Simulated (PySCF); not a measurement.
# Br5NRe ([Re(N)Br5]3-): the cost of one run

Programs: PySCF 2.14.0, with routines of our own; each step states its level. All values are computed. Atoms count from 0.

## 1. The starting structure

7 atoms, charge -3, states of the metal's open shell are computed; geometry from: model start, shaken.

## 2. Optimising the geometry at PBE0-D3(BJ)/def2-SVP

Job settings and geometry (Å):

```
{"job": {"xc": "PBE0", "basis": "def2-SVP", "d3": "d3bj", "grid": 1, "maxiter": 45, "solvent": "water", "kind": "geom"}, "charge": -3, "metal": "Re", "open_shell": "d2"}
Re     0.000020     0.004480    -0.004110
N     -0.013360    -0.006820     1.615130
Br     0.000900     0.020100    -2.447380
Br     2.430690     0.007350     0.005350
Br    -2.438420    -0.013960    -0.000440
Br     0.010430     2.419840    -0.006860
Br    -0.028520    -2.459340    -0.027630
```

Run with:

```bash
> OMP_NUM_THREADS=1 python lf_run.py task.json out
```

This one command runs all jobs of the session in turn.

**Question.** How long does this first job take on 1 thread of Intel Xeon at 2.50GHz, shared host, and how much memory does it need?

About 43 min, with a peak of 1.5 GiB.
